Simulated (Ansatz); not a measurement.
# LiInC2Cl: the cost of one run

Computed with Ansatz 0.2.0 (DFT PBE, scalar-relativistic, plane waves, PAW, unless a step's input says otherwise).

## 1. Starting point

Symmetry: P4/mmm, No. 123, tetragonal system. Conventional cell: a = 5.196 Å, b = 5.196 Å, c = 5.196 Å, α = 90.00°, β = 90.00°, γ = 90.00°. Li (site symmetry 4/mmm) is surrounded by 4 C at 2.60 Å and 2 Cl at 2.60 Å. Around In (site symmetry 4/mmm) lie 8 C at 3.67 Å and 4 Cl at 3.67 Å. C (site symmetry mmm) is surrounded by 2 Li at 2.60 Å and 4 In at 3.67 Å. Cl (site symmetry 4/mmm) is surrounded by 2 Li at 2.60 Å and 4 In at 3.67 Å.

As a file:

```
CELL_PARAMETERS angstrom
5.19594 0.00000 0.00000
0.00000 5.19594 0.00000
0.00000 0.00000 5.19594
ATOMIC_POSITIONS crystal
Li 0.00000 0.00000 0.00000
In 0.50000 0.50000 0.50000
C 0.50000 0.00000 0.00000
C 0.00000 0.50000 0.00000
Cl 0.00000 0.00000 0.50000
```

A structure generator made this guess: ordered mixture on the anion sites of perovskite (P4/mmm, No. 123). Lengths come from tabulated atomic sizes and are only a guess.

## 2. The guess as it stands, on a coarse mesh

Contents of input.yaml:

```yaml
crystal:
  lattice:
    - [5.19593577, 0.0, 0.0]
    - [0.0, 5.19593577, 0.0]
    - [0.0, 0.0, 5.19593577]
  atoms:
    - { symbol: Li, position: [0.0, 0.0, 0.0] }
    - { symbol: In, position: [0.5, 0.5, 0.5] }
    - { symbol: C, position: [0.5, 0.0, 0.0] }
    - { symbol: C, position: [0.0, 0.5, 0.0] }
    - { symbol: Cl, position: [0.0, 0.0, 0.5] }
basis:
  ecutwfc: 420
kpoints:
  mp_grid: { grid: [4, 4, 4] }
hamiltonian:
  xc: pbe
scf:
  occupations: { method: gaussian, width: 0.1 }
  lower_state_search: "off"
output:
  forces: true
  stress: true
  eigenvalues: true
```

Started as:

```bash
ansatz run input.yaml --threads 1 --pin off --max-ram 2048MiB --backend cpu --events-out ev --progress --plain --runs-dir out
```

**Question.** How long does this run take on 1 thread of Arm Neoverse V2, shared host, and how much memory does it need?

About 2.9 s, with a peak of 0.38 GiB.
